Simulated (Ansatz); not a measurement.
# AlCl2HO: the cost of one run

All numbers are computed with Ansatz 0.2.0, driven from Python. Level of theory: r2SCAN0/6-31G*.

## 1. The system

Bond lengths: O1–Al2 1.792 Å, Al2–Cl3 2.183 Å, Al2–Cl4 2.165 Å, O1–H5 0.992 Å. Angles: O1–Al2–Cl3 118.8°, O1–Al2–Cl4 121.9°, Cl3–Al2–Cl4 119.3°, Al2–O1–H5 107.2°.

No structure file is read: the coordinates are typed or built in the script.

## 2. The code

The input, bend_alcl2ho.py:

```python
'''Bending curve of AlCl2HO.'''

import ansatz
from ase import Atoms


def main() -> None:
    atoms = Atoms(['O', 'Al', 'Cl', 'Cl', 'H'], positions=[
        (-0.1954, 1.396, 0.352),
        (-0.1352, -0.3738, 0.0748),
        (1.1911, -1.5867, 1.314),
        (-1.2639, -1.3227, -1.5106),
        (0.4533, 1.8135, -0.2716),
    ])

    # relax first, so that the scan starts from a minimum
    first = (
        ansatz.Crystal.molecule_from_ase(atoms).calculation()
        .basis(gaussian='6-31G*')
        .functional('R2SCAN0')
        .relax(force_tolerance=0.02, max_steps=80)
    )
    atoms.positions = first.run(threads=1).report['positions_ang']

    rows = []
    for angle in [90, 100, 110, 120, 135, 150, 165, 179]:
        bent = atoms.copy()
        bent.set_angle(1, 0, 4, angle, indices=[4])
        calc = (
            ansatz.Crystal.molecule_from_ase(bent).calculation()
            .basis(gaussian='6-31G*')
            .functional('R2SCAN0')
        )
        rows.append((angle, calc.run(threads=1).report['free_energy_ev']))
    floor = min(e for _, e in rows)
    for angle, e in rows:
        print(f'angle Al1-O0-H4 = {angle:3d} deg   {1000 * (e - floor):9.1f} meV')


if __name__ == '__main__':
    main()
```

## 3. The calls as engine input

The engine receives this input (first run):

```yaml
crystal:
  periodic: [false, false, false]
  atoms:
    - { symbol: O, position_ang: [-0.1954, 1.396, 0.352] }
    - { symbol: Al, position_ang: [-0.1352, -0.3738, 0.0748] }
    - { symbol: Cl, position_ang: [1.1911, -1.5867, 1.314] }
    - { symbol: Cl, position_ang: [-1.2639, -1.3227, -1.5106] }
    - { symbol: H, position_ang: [0.4533, 1.8135, -0.2716] }
basis:
  gaussian:
    orbitals: "6-31G*"
hamiltonian:
  xc: r2scan0
relax:
  f_tol: 0.02
  max_steps: 80
```

## 4. Running it

Command:

```console
$ python bend_alcl2ho.py
```

What time and memory should one allow on 1 thread of Arm Neoverse N1, shared host?

About 2.6 min, with a peak of 0.23 GiB.
